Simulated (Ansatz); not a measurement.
K₃Na, space group Fm-3m, cell relaxations under several functionals

With the Ansatz DFT code, driven from Python.

At the Python prompt:
```pycon
>>> import warnings
>>> import ansatz as az
>>> import numpy as np
>>> def edges_and_angles(cell):
...     cell = np.asarray(cell)
...     a, b, c = np.linalg.norm(cell, axis=1)
...     cosines = cell[1] @ cell[2] / (b * c), cell[0] @ cell[2] / (a * c), cell[0] @ cell[1] / (a * b)
...     return (a, b, c, *np.degrees(np.arccos(cosines)))
...
>>> warnings.simplefilter("ignore", az.DeckWarning)
>>> lattice = az.Lattice.of(
...     [0.0, 5.07269, 5.07269],
...     [5.07269, 0.0, 5.07269],
...     [5.07269, 5.07269, 0.0],
... )
>>> sites = [
...     ("K", [0.25, 0.25, 0.25]),
...     ("K", [0.75, 0.75, 0.75]),
...     ("K", [0.5, 0.5, 0.5]),
...     ("Na", [0.0, 0.0, 0.0]),
... ]
>>> k3na = az.Crystal(lattice=lattice)
>>> for symbol, position in sites:
...     k3na = k3na.atom(symbol, position)
...
>>> calculation = (
...     k3na.calculation()
...     .scf(tolerance=1e-09)
...     .kpoints(5)
...     .occupations("gaussian", width=0.1)
...     .basis(550)
...     .relax(cell=True, max_steps=40)
... )
>>> levels = [("r2scan", "d4"), ("pbesol", "d3bj"), ("lda", "none")]
>>> print("level            a       b       c    alpha   beta  gamma  V/atom  steps")
level            a       b       c    alpha   beta  gamma  V/atom  steps
>>> for name, dispersion in levels:
...     seen = []
...     run = calculation.functional(name, dispersion=dispersion).session().plan()
...     outcome = run.execute(on_event=lambda e: seen.append(e) if e["event"] == "relax_step" else None)
...     cell = outcome.lattice.cell_ang
...     label = name if dispersion == "none" else f"{name}+{dispersion}"
...     print("{:13s} {:7.4f} {:7.4f} {:7.4f} {:6.2f} {:6.2f} {:6.2f}".format(label, *edges_and_angles(cell)), f"{abs(np.linalg.det(cell)) / len(outcome.lattice.sites):7.3f} {len(seen):5d}")
...
r2scan+d4      7.1516  7.1516  7.1516  60.00  60.00  60.00  64.660    19
pbesol+d3bj    6.8156  6.8156  6.8156  60.00  60.00  60.00  55.967     5
lda            6.7727  6.7727  6.7727  60.00  60.00  60.00  54.917     4
```

From smallest to largest: LDA (54.92 Å³ an atom, -15.9 % against the start), PBEsol+D3BJ (55.97 Å³ an atom, -14.2 % against the start) and r2SCAN+D4 (64.66 Å³ an atom, -0.9 % against the start). The spread is 17.7 % in volume.

What to keep in mind:
- Forces vanish by symmetry, so the ions can't move, and the end may be a saddle.
- Dispersion corrections can be off by several per cent in the lattices of metals, and by several GPa in the pressure at a fixed cell.
- The mesh is modest for a metal, so energies can be off by several to tens of meV an atom and pressures by half a GPa or more; differences at equal mesh fare better.
- The program warned that this SCF threshold is loose for forces or stresses.
- Edges and angles are those of the cell as typed, here a primitive one, not of the conventional cell.
- The structure comes from a database of computed cells and needn't be a stable or known phase.
- The script silences the warnings on its input, which a real study should read.
- It ran for 4.3 min on 1 thread of Arm Neoverse V1 (shared host), peak memory 1.5 GiB.
